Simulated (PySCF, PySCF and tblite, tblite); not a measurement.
# C₃H₁₀Si₂: a path driven as ring inversion, and NMR exchange

How fast is ring inversion in C₃H₁₀Si₂ (`C1C[SiH2]C[SiH2]1`), and when do the exchanging lines merge?

Computed with tblite 0.8.0 (tight binding) and PySCF 2.14.0 (DFT, with response routines of our own); each step states its level. Atoms count from 0 throughout.

## 1. The molecule as given

15 atoms, charge 0, multiplicity 1; geometry from: force field or distance geometry start.

Bonds of the start (Å): C0–C1 1.53, C0–H5 1.11, C0–H6 1.10, C0–Si4 1.89, C1–H7 1.09, C1–H8 1.11, C1–Si2 1.91, C3–H11 1.08, C3–H12 1.11, C3–Si4 1.88, Si2–C3 1.88, Si2–H10 1.48, Si2–H9 1.48, Si4–H13 1.49, Si4–H14 1.47.

## 2. GFN2-xTB relaxation, start minimum

The job: settings as JSON, then the geometry in Å.

```
{"job": {"xc": "GFN2-xTB", "basis": "xTB", "kind": "relax"}, "charge": 0, "multiplicity": 1}
C     -1.369800     0.306200    -0.467900
C     -0.736100     1.107400     0.666800
Si     1.152600     0.821900     0.567100
C      1.356400    -0.902000    -0.147500
Si    -0.413800    -1.317700    -0.633700
H     -2.446000     0.130700    -0.276700
H     -1.295200     0.869100    -1.412100
H     -0.982800     2.169600     0.621200
H     -1.076600     0.722200     1.646000
H      1.781400     0.956000     1.899300
H      1.722800     1.806700    -0.385400
H      2.028800    -0.911400    -0.996900
H      1.720500    -1.608600     0.625300
H     -0.475400    -1.833600    -2.033100
H     -0.971200    -2.308400     0.305600
```

On the command line:

```
$ OMP_NUM_THREADS=1 python ens_run.py task.json out
```

The driver reads the study from task.json and runs its stages one after another.

Log:

```text
step      E/eV     max force
  0    -406.86931    1.273
  1    -406.92316    0.588
  2    -406.94371    0.410
  3    -406.95515    0.290
  4    -406.96537    0.248
  5    -406.97092    0.170
  6    -406.97478    0.135
  7    -406.97835    0.146
  8    -406.98246    0.161
  9    -406.98626    0.163
 10    -406.98909    0.121
 11    -406.99117    0.111
 12    -406.99289    0.118
 13    -406.99413    0.072
 14    -406.99469    0.046
 15    -406.99494    0.040
 16    -406.99520    0.051
 17    -406.99548    0.050
 18    -406.99565    0.028
 19    -406.99571    0.015
 20    -406.99574    0.014
 21    -406.99578    0.018
 22    -406.99583    0.020
 23    -406.99588    0.019
 24    -406.99593    0.018
 25    -406.99597    0.015
 26    -406.99600    0.016
 27    -406.99602    0.014
 28    -406.99605    0.012
 29    -406.99607    0.011
 30    -406.99608    0.010
 31    -406.99610    0.015
 32    -406.99613    0.018
 33    -406.99617    0.017
 34    -406.99621    0.017
 35    -406.99624    0.013
 36    -406.99627    0.014
 37    -406.99631    0.018
 38    -406.99636    0.020
 39    -406.99641    0.017
 40    -406.99644    0.010
 41    -406.99646    0.008
 42    -406.99647    0.007
 43    -406.99648    0.008
 44    -406.99649    0.006
 45    -406.99650    0.005
 46    -406.99650    0.004
 47    -406.99650    0.003
 48    -406.99650    0.003
```

It took 0.42 s on 1 thread of Arm Neoverse N1, shared host.

The energy fell by 0.127 eV, and the atoms moved 0.07 Å (root mean square).

## 3. Relaxed scan, ring torsion 1 driven

The job: settings as JSON, then the geometry in Å.

```
{"job": {"xc": "GFN2-xTB", "basis": "xTB", "coordinate": [["t", [0, 1, 2, 3], 1.0]], "kind": "drive"}, "charge": 0, "multiplicity": 1}
C     -1.345759     0.294854    -0.473133
C     -0.703885     1.080994     0.675070
Si     1.189768     0.891997     0.574000
C      1.307134    -0.876909    -0.132004
Si    -0.458390    -1.382360    -0.649922
H     -2.419936     0.190942    -0.312791
H     -1.228239     0.862077    -1.399033
H     -1.027123     2.122870     0.653890
H     -1.055265     0.671017     1.624444
H      1.820777     1.035270     1.890938
H      1.772092     1.873514    -0.351298
H      1.990993    -0.912728    -0.977069
H      1.708760    -1.569022     0.604729
H     -0.536903    -1.895363    -2.022262
H     -1.018439    -2.379164     0.272527
```

Log:

```text
point  coordinate     E/eV
  0    -19.900     -406.98635
  1     -6.900     -406.95828
  2      6.200     -406.92464
  3     19.500     -406.90130
  4     32.800     -406.99597
```

Wall time 2 s (1 thread of Arm Neoverse N1, shared host).

The highest point is number 3, 2.0 kcal/mol above the first.

## 4. Nudged elastic band, leg 1

The job, as its differences from that of step 3:

```diff
@@ -1,2 +1,2 @@
-{"job": {"xc": "GFN2-xTB", "basis": "xTB", "coordinate": [["t", [0, 1, 2, 3], 1.0]], "kind": "drive"}, "charge": 0, "multiplicity": 1}
+{"job": {"xc": "GFN2-xTB", "basis": "xTB", "kind": "neb"}, "charge": 0, "multiplicity": 1}
 C     -1.345759     0.294854    -0.473133
```

Log:

```text
image   E - E0 / eV
  0       0.0000
  1       0.0104
  2       0.0493
  3       0.0926
  4       0.0865
  5       0.0309
  6       0.0000
```

Run time: 1.9 s. Hardware: 1 thread of Arm Neoverse N1, shared host.

The highest point is number 3, 2.1 kcal/mol above the first.

## 5. Saddle search, leg 1

The job: settings as JSON, then the geometry in Å.

```
{"job": {"xc": "GFN2-xTB", "basis": "xTB", "kind": "saddle"}, "charge": 0, "multiplicity": 1}
C     -1.413044     0.177883    -0.370304
C     -0.636351     1.264184     0.404097
Si     1.148511     0.725904     0.827896
C      1.348717    -0.740222    -0.363655
Si    -0.409348    -1.436404    -0.546071
H     -2.371461    -0.012620     0.115049
H     -1.661207     0.552241    -1.364456
H     -0.610113     2.179837    -0.188413
H     -1.174626     1.523343     1.315853
H      1.249428     0.291465     2.227803
H      2.117261     1.801714     0.583452
H      1.708031    -0.379552    -1.326207
H      2.065817    -1.480325    -0.022529
H     -0.652865    -2.092977    -1.835863
H     -0.708749    -2.374471     0.543347
```

Log:

```text
step      E/eV     max force
  0    -406.90389   0.0322
  1    -406.90576   0.0913
  2    -406.90523   0.0234
  3    -406.90605   0.0418
  4    -406.90720   0.0297
  5    -406.90766   0.0544
  6    -406.90793   0.0030
lowest wavenumbers (cm-1): -127.3 80.1 299.8 398.3 452.6 459.5
```

It took 3.6 s on 1 thread of Arm Neoverse N1, shared host.

Point group Cs; 1 imaginary mode, 127i cm⁻¹, carried by C0, C1, H5, H8. Steps downhill from it reached both ends.

## 6. DFT refinement, start: PBE0-D3(BJ)/def2-SVP

The job: settings as JSON, then the geometry in Å.

```
{"job": {"xc": "PBE0", "basis": "def2-SVP", "kind": "refine"}, "charge": 0, "multiplicity": 1}
C     -1.345759     0.294854    -0.473133
C     -0.703885     1.080994     0.675070
Si     1.189768     0.891997     0.574000
C      1.307134    -0.876909    -0.132004
Si    -0.458390    -1.382360    -0.649922
H     -2.419936     0.190942    -0.312791
H     -1.228239     0.862077    -1.399033
H     -1.027123     2.122870     0.653890
H     -1.055265     0.671017     1.624444
H      1.820777     1.035270     1.890938
H      1.772092     1.873514    -0.351298
H      1.990993    -0.912728    -0.977069
H      1.708760    -1.569022     0.604729
H     -0.536903    -1.895363    -2.022262
H     -1.018439    -2.379164     0.272527
```

Log:

```text
step      E/eV     max force
  0    -19012.22385   1.1577
  1    -19012.30251   0.2047
  2    -19012.30696   0.0571
  3    -19012.30728   0.0162
  4    -19012.30736   0.0064
```

It took 69 s on 1 thread of Arm Neoverse N1, shared host; peak memory 0.56 GiB.

Relaxing gained 0.084 eV and moved the atoms by 0.06 Å on average (rms).

DFT refinement, saddle of leg 1: PBE0-D3(BJ)/def2-SVP:

The job: settings as JSON, then the geometry in Å.

```
{"job": {"xc": "PBE0", "basis": "def2-SVP", "kind": "refine"}, "charge": 0, "multiplicity": 1}
C     -1.433169     0.165377    -0.325790
C     -0.636829     1.275703     0.393048
Si     1.155565     0.755415     0.803135
C      1.356838    -0.771144    -0.311864
Si    -0.405299    -1.420881    -0.606486
H     -2.330576    -0.072381     0.246082
H     -1.792606     0.541446    -1.284775
H     -0.623092     2.171520    -0.229558
H     -1.155227     1.566943     1.307041
H      1.285515     0.390879     2.220288
H      2.114157     1.824892     0.495801
H      1.816672    -0.488704    -1.257079
H      2.005166    -1.522443     0.130142
H     -0.602288    -1.962402    -1.957430
H     -0.754827    -2.454219     0.377444
```

Log:

```text
step      E/eV     max force
  0    -19012.13142   1.0805
  1    -19012.20393   0.2076
  2    -19012.20912   0.1351
  3    -19012.21148   0.1570
  4    -19012.21213   0.0815
  5    -19012.21299   0.0127
```

Run time: 85 s. Hardware: 1 thread of Arm Neoverse N1, shared host; peak memory 0.6 GiB.

Relaxing gained 0.082 eV and moved the atoms by 0.14 Å on average (rms).

## 7. Shieldings, start: PBE0/pcSseg-1

The job: settings as JSON, then the geometry in Å.

```
{"job": {"kind": "nmr", "xc": "PBE0", "basis": "pcSseg-1", "pop": false}, "charge": 0, "multiplicity": 1}
C     -1.345076     0.323686    -0.497295
C     -0.726813     1.067298     0.700652
Si     1.157705     0.867250     0.568848
C      1.323138    -0.887071    -0.134425
Si    -0.446946    -1.343993    -0.641796
H     -2.437749     0.209524    -0.405888
H     -1.168673     0.888626    -1.430498
H     -1.037979     2.123776     0.748764
H     -1.054128     0.603530     1.648743
H      1.855767     1.052432     1.879448
H      1.713343     1.863687    -0.402167
H      2.010581    -0.907351    -0.994184
H      1.715829    -1.590683     0.615822
H     -0.539952    -1.938777    -2.011846
H     -1.023459    -2.323945     0.333909
```

Log:

```text
coarse grid: 12712 points
cycle   1  E = -698.8263704426  dE =  1.790e-01  |g| = 4.440e-01  |ddm| = 3.367e+00
cycle   2  E = -698.7962366768  dE =  3.013e-02  |g| = 5.491e-01  |ddm| = 8.429e-01
cycle   3  E = -698.8766003077  dE = -8.036e-02  |g| = 4.022e-02  |ddm| = 5.403e-01
cycle   4  E = -698.8770173250  dE = -4.170e-04  |g| = 1.165e-02  |ddm| = 6.139e-02
cycle   5  E = -698.8770470549  dE = -2.973e-05  |g| = 3.759e-03  |ddm| = 1.570e-02
cycle   6  E = -698.8770508312  dE = -3.776e-06  |g| = 1.041e-03  |ddm| = 4.461e-03
final grid: 111200 points
cycle   7  E = -698.9063036293  dE = -1.642e-05  |g| = 6.722e-03  |ddm| = 1.843e-02
cycle   8  E = -698.9062945751  dE =  9.054e-06  |g| = 8.880e-03  |ddm| = 1.401e-02
cycle   9  E = -698.9063154937  dE = -2.092e-05  |g| = 2.754e-04  |ddm| = 8.157e-03
cycle  10  E = -698.9063155069  dE = -1.321e-08  |g| = 5.063e-05  |ddm| = 3.339e-04
cycle  11  E = -698.9063155074  dE = -4.741e-10  |g| = 3.013e-05  |ddm| = 8.988e-05
converged SCF energy = -698.9063155074

GIAO shielding tensors (ppm)
atom      isotropic    diamagn.    paramagn.     s11        s22        s33       span
  0 C      175.982     252.750     -76.768    165.068    171.951    190.928     25.860
  1 C      176.005     252.753     -76.748    165.096    171.952    190.967     25.870
  2 Si     376.599     879.937    -503.337    310.931    386.224    432.643    121.712
  3 C      203.257     258.280     -55.022    195.919    204.533    209.320     13.402
  4 Si     376.575     879.936    -503.361    310.922    386.198    432.606    121.684
  5 H       30.094      29.854       0.240     24.726     27.261     38.294     13.569
  6 H       30.716      31.165      -0.449     26.192     27.929     38.026     11.834
  7 H       30.094      29.855       0.239     24.726     27.262     38.294     13.568
  8 H       30.715      31.168      -0.453     26.189     27.930     38.028     11.839
  9 H       26.801      28.535      -1.734     23.098     24.573     32.732      9.634
 10 H       27.199      29.003      -1.804     23.369     25.036     33.192      9.822
 11 H       31.336      30.285       1.052     26.002     27.424     40.583     14.581
 12 H       31.336      30.284       1.052     26.002     27.423     40.583     14.581
 13 H       26.799      28.533      -1.734     23.096     24.570     32.731      9.635
 14 H       27.200      29.003      -1.803     23.373     25.035     33.192      9.819
```

It took 20 s on 1 thread of Arm Neoverse N1, shared host; peak memory 0.75 GiB.

In short: HOMO -8.19 eV, LUMO 0.72 eV; dipole 0.23 D.

## 8. Shieldings, saddle of leg 1: PBE0/pcSseg-1

The job: settings as JSON, then the geometry in Å.

```
{"job": {"kind": "nmr", "xc": "PBE0", "basis": "pcSseg-1", "pop": false}, "charge": 0, "multiplicity": 1}
C     -1.437956     0.176367    -0.346703
C     -0.635416     1.294292     0.372556
Si     1.121303     0.702604     0.819300
C      1.367135    -0.732948    -0.381183
Si    -0.389283    -1.404265    -0.547329
H     -2.368748    -0.059545     0.192846
H     -1.753484     0.511983    -1.348087
H     -0.545582     2.181125    -0.275320
H     -1.155184     1.642127     1.278822
H      1.171372     0.197222     2.228193
H      2.141291     1.789496     0.684499
H      1.705962    -0.342863    -1.356676
H      2.098441    -1.480119    -0.037899
H     -0.652029    -2.103388    -1.844705
H     -0.667822    -2.372087     0.561684
```

Log:

```text
coarse grid: 12712 points
cycle   1  E = -698.8232022922  dE =  1.715e-01  |g| = 4.433e-01  |ddm| = 3.378e+00
cycle   2  E = -698.7928238349  dE =  3.038e-02  |g| = 5.491e-01  |ddm| = 8.602e-01
cycle   3  E = -698.8732723919  dE = -8.045e-02  |g| = 4.088e-02  |ddm| = 5.570e-01
cycle   4  E = -698.8737091627  dE = -4.368e-04  |g| = 1.130e-02  |ddm| = 6.405e-02
cycle   5  E = -698.8737368975  dE = -2.773e-05  |g| = 3.872e-03  |ddm| = 1.576e-02
cycle   6  E = -698.8737408627  dE = -3.965e-06  |g| = 1.043e-03  |ddm| = 4.538e-03
final grid: 111200 points
cycle   7  E = -698.9028150523  dE = -1.606e-05  |g| = 6.632e-03  |ddm| = 1.801e-02
cycle   8  E = -698.9028062356  dE =  8.817e-06  |g| = 8.743e-03  |ddm| = 1.399e-02
cycle   9  E = -698.9028265209  dE = -2.029e-05  |g| = 2.914e-04  |ddm| = 8.238e-03
cycle  10  E = -698.9028265369  dE = -1.600e-08  |g| = 4.721e-05  |ddm| = 3.847e-04
cycle  11  E = -698.9028265372  dE = -3.358e-10  |g| = 3.106e-05  |ddm| = 7.825e-05
converged SCF energy = -698.9028265372

GIAO shielding tensors (ppm)
atom      isotropic    diamagn.    paramagn.     s11        s22        s33       span
  0 C      181.708     251.214     -69.506    164.171    179.114    201.840     37.669
  1 C      181.686     251.217     -69.531    164.127    179.133    201.797     37.670
  2 Si     374.792     879.952    -505.160    301.489    386.987    435.900    134.411
  3 C      196.431     258.125     -61.693    187.890    192.871    208.532     20.642
  4 Si     374.714     879.941    -505.227    301.435    386.843    435.864    134.430
  5 H       30.273      29.994       0.279     24.644     27.993     38.183     13.539
  6 H       30.403      30.475      -0.072     24.470     28.268     38.469     13.999
  7 H       30.419      30.503      -0.084     24.491     28.289     38.477     13.986
  8 H       30.278      29.991       0.287     24.644     27.993     38.197     13.553
  9 H       27.100      28.964      -1.865     23.466     24.923     32.910      9.445
 10 H       26.797      28.493      -1.695     23.074     24.488     32.829      9.756
 11 H       31.464      31.095       0.369     26.663     27.645     40.085     13.422
 12 H       31.259      29.682       1.577     26.214     27.033     40.531     14.317
 13 H       26.792      28.484      -1.692     23.069     24.489     32.819      9.750
 14 H       27.091      28.955      -1.864     23.453     24.921     32.900      9.447
```

Wall time 27 s (1 thread of Arm Neoverse N1, shared host); peak memory 0.75 GiB.

In short: HOMO -7.93 eV, LUMO 0.65 eV; dipole 0.72 D.

Orbitals, density, ELF and potential are computed afterwards from the orbital file.

Frontier orbitals at PBE0/pcSseg-1, with the share of their density that lies nearest to each atom:

```
orbital  energy (eV)                                                                  lies on
   HOMO        -7.93  C0, C1 about 20 % each; Si2, Si4 about 11 % each; H6, H7 about 6 % each
   LUMO         0.65                       Si2, Si4 about 10 % each; 6 H atoms about 9 % each
```

ELF in a plane through or near 6 of the atoms.

Values, 10 rows by 14 columns:
```
0.00 0.00 0.00 0.00 0.00 0.00 0.00 0.00 0.00 0.00 0.00 0.00 0.00 0.00
0.00 0.00 0.00 0.00 0.00 0.00 0.01 0.03 0.00 0.00 0.00 0.00 0.00 0.00
0.00 0.00 0.00 0.00 0.00 0.07 0.90 0.99 0.53 0.01 0.00 0.00 0.00 0.00
0.00 0.00 0.16 0.43 0.17 0.38 0.69 0.67 0.57 0.18 0.30 0.41 0.02 0.00
0.00 0.02 0.93 0.99 0.42 0.49 0.73 0.80 0.18 0.16 0.99 0.99 0.42 0.00
0.00 0.00 0.38 0.64 0.32 0.44 0.77 0.23 0.77 0.28 0.57 0.61 0.07 0.00
0.00 0.00 0.00 0.01 0.13 0.49 0.52 0.76 0.42 0.32 0.03 0.00 0.00 0.00
0.00 0.00 0.00 0.00 0.10 0.47 0.40 0.18 0.53 0.24 0.02 0.00 0.00 0.00
0.00 0.00 0.00 0.00 0.00 0.01 0.01 0.00 0.01 0.01 0.00 0.00 0.00 0.00
0.00 0.00 0.00 0.00 0.00 0.00 0.00 0.00 0.00 0.00 0.00 0.00 0.00 0.00
```
The map spans 10.6 Å across and 10.3 Å up, centred on the molecule. Atoms in the plane (x, y in Å): C0 (-0.8, -1.3), C1 (0.8, -1.3), Si2 (1.5, 0.5), C3 (0.0, 1.6), Si4 (-1.5, 0.5), H12 (0.0, 2.6).

log10 of the density (e/Å³) in the same plane.

Values, 10 rows by 14 columns:
```
-4.0 -4.0 -4.0 -4.0 -4.0 -4.0 -4.0 -4.0 -4.0 -4.0 -4.0 -4.0 -4.0 -4.0
-4.0 -4.0 -4.0 -4.0 -4.0 -3.5 -2.9 -2.7 -3.1 -3.9 -4.0 -4.0 -4.0 -4.0
-4.0 -4.0 -3.5 -3.1 -2.7 -1.9 -0.9 -0.5 -1.3 -2.4 -2.9 -3.2 -3.9 -4.0
-4.0 -3.3 -2.3 -1.7 -1.4 -1.0 -0.2  0.2 -0.5 -1.2 -1.5 -1.9 -2.8 -3.7
-3.9 -2.8 -1.5 -0.5 -0.2  0.9 -0.1 -0.1 -0.1  0.2 -0.2 -0.8 -2.2 -3.2
-4.0 -3.1 -2.0 -1.2 -0.6 -0.1 -0.3 -0.6 -0.1 -0.4 -0.8 -1.5 -2.5 -3.5
-4.0 -4.0 -3.1 -2.3 -1.1  0.0  1.3  0.2  1.1 -0.6 -1.8 -2.7 -3.6 -4.0
-4.0 -4.0 -4.0 -2.9 -1.6 -0.8 -0.7 -0.9 -0.6 -1.2 -2.2 -3.3 -4.0 -4.0
-4.0 -4.0 -4.0 -4.0 -3.0 -2.6 -2.5 -2.6 -2.5 -2.8 -3.5 -4.0 -4.0 -4.0
-4.0 -4.0 -4.0 -4.0 -4.0 -4.0 -4.0 -4.0 -4.0 -4.0 -4.0 -4.0 -4.0 -4.0
```
The map spans 10.6 Å across and 10.3 Å up, centred on the molecule. Atoms in the plane (x, y in Å): C0 (-0.8, -1.3), C1 (0.8, -1.3), Si2 (1.5, 0.5), C3 (0.0, 1.6), Si4 (-1.5, 0.5), H12 (0.0, 2.6).

On the surface of density 0.002 e/bohr³ the electrostatic potential runs, from the 1st to the 99th percentile, from -0.17 to 0.86 V.

## 9. The path in numbers

The job: settings as JSON, then the geometry in Å.

```
{"job": {"smiles": "C1C[SiH2]C[SiH2]1", "charge": 0, "mult": 1, "motion": "ring", "what": "5-membered ring", "atoms": [0, 1, 2, 3, 4], "ring": [0, 1, 2, 3, 4], "study": "path", "level": {"kind": "nmr", "xc": "PBE0", "basis": "pcSseg-1"}, "fields": [60, 250, 300], "first": 4, "seed": 51, "refine": {"xc": "PBE0", "basis": "def2-SVP"}, "kind": "path"}, "charge": 0, "multiplicity": 1}
C     -1.345759     0.294854    -0.473133
C     -0.703885     1.080994     0.675070
Si     1.189768     0.891997     0.574000
C      1.307134    -0.876909    -0.132004
Si    -0.458390    -1.382360    -0.649922
H     -2.419936     0.190942    -0.312791
H     -1.228239     0.862077    -1.399033
H     -1.027123     2.122870     0.653890
H     -1.055265     0.671017     1.624444
H      1.820777     1.035270     1.890938
H      1.772092     1.873514    -0.351298
H      1.990993    -0.912728    -0.977069
H      1.708760    -1.569022     0.604729
H     -0.536903    -1.895363    -2.022262
H     -1.018439    -2.379164     0.272527
```

Log:

```text
stationary points (kcal/mol above the start)
  n  kind          group   xTB      DFT    lowest mode
  0  minimum      C2       0.00     0.00      58.1
  1  saddle       Cs       2.04     2.23    -127.3
  2  minimum      C2       0.00     0.00      57.7

GFN2-xTB energies: T/K, barrier G, reaction G (kcal/mol), k forward, k back (1/s)
 150.00     2.00     0.00   7.55e+09   7.56e+09
 200.00     2.08     0.00   4.45e+10   4.46e+10
 250.00     2.17    -0.00   1.31e+11   1.31e+11
 298.15     2.28    -0.00   2.64e+11   2.64e+11
 350.00     2.41    -0.00   4.56e+11   4.55e+11
 400.00     2.55    -0.00   6.77e+11   6.76e+11
 500.00     2.85    -0.00   1.18e+12   1.18e+12

PBE0-D3(BJ)/def2-SVP energies: T/K, barrier G, reaction G (kcal/mol), k forward, k back (1/s)
 150.00     2.14     0.00   4.82e+09   4.83e+09
 200.00     2.21    -0.00   3.18e+10   3.18e+10
 250.00     2.31    -0.00      1e+11   9.99e+10
 298.15     2.41    -0.00   2.11e+11   2.11e+11
 350.00     2.54    -0.00   3.76e+11   3.76e+11
 400.00     2.68    -0.00   5.72e+11   5.71e+11
 500.00     2.98    -0.00   1.04e+12   1.03e+12

PBE0/pcSseg-1 + D3(BJ) energies: T/K, barrier G, reaction G (kcal/mol), k forward, k back (1/s)
 150.00     2.20     0.00   3.96e+09   3.96e+09
 200.00     2.27    -0.00   2.75e+10   2.75e+10
 250.00     2.37    -0.00   8.89e+10   8.88e+10
 298.15     2.47    -0.00   1.91e+11   1.91e+11
 350.00     2.60    -0.00   3.46e+11   3.45e+11
 400.00     2.74    -0.00   5.32e+11   5.31e+11
 500.00     3.04    -0.00   9.76e+11   9.74e+11
```

Run time: 3.6 min. Hardware: 1 thread of Arm Neoverse N1, shared host; peak memory 0.75 GiB. This counts the whole study up to here.

Barriers by level (kcal/mol; entropies in cal/(mol K)). Zero-point and thermal terms come from xTB in every row. ΔG‡ leaves symmetry out; the rate counts equivalent paths (a factor of 2); effective ΔG‡, where given, is the barrier that would give that rate by Eyring's equation alone:

```
                 level   ΔE‡  with zero-point   ΔH‡   ΔS‡  ΔG‡ (298 K)  ΔE of reaction  k at 298 K (1/s)  effective ΔG‡
              GFN2-xTB  2.04             1.91  1.49  -2.6         2.28            0.00           2.6e+11           1.87
  PBE0-D3(BJ)/def2-SVP  2.18             2.04  1.63  -2.6         2.41            0.00           2.1e+11           2.00
PBE0/pcSseg-1 + D3(BJ)  2.23             2.10  1.68  -2.6         2.47            0.00           1.9e+11           2.06
```

Sites that the driver pairs across this motion, and where their lines would merge (no couplings; faster rotations or exchange between molecules can average them sooner):

```
nucleus           sites: shielding (ppm)  proton frequency (MHz)  spread (Hz)  coalescence (K)  lines at 298 K
     ¹H     H5, H7: 30.09; H6, H8: 30.72                      60           37               45               1
     ¹H     H5, H7: 30.09; H6, H8: 30.72                     250          155               47               1
     ¹H     H5, H7: 30.09; H6, H8: 30.72                     300          186               48               1
     ¹H  H9, H13: 26.80; H10, H14: 27.20                      60           24               44               1
     ¹H  H9, H13: 26.80; H10, H14: 27.20                     250          100               46               1
     ¹H  H9, H13: 26.80; H10, H14: 27.20                     300          120               47               1
```

## 10. Results

| quantity | value |
| --- | --- |
| barrier (PBE0/pcSseg-1 + D3(BJ)) | ΔE‡ 2.2, ΔG‡(298 K) 2.5 kcal/mol |
| barrier (GFN2-xTB) | ΔE‡ 2.0 kcal/mol |
| rate at 298 K | 1.9e+11 s⁻¹ |
| end of the path | the start, renumbered or mirrored |
| coalescence of ¹H H5 | 48 K at 300 MHz |

What this shows: The barrier is 2.2 kcal/mol at the DFT level (xTB: 2.0); with thermal terms and the count of paths the DFT value gives a rate of 1.9e+11 s⁻¹ at 298 K. An error of 1.4 kcal/mol changes that rate tenfold. The ¹H lines of H5 and its partners, 186 Hz apart at 300 MHz, merge at 48 K, so by this path alone the exchange at 298 K is fast for them; other paths were not followed.
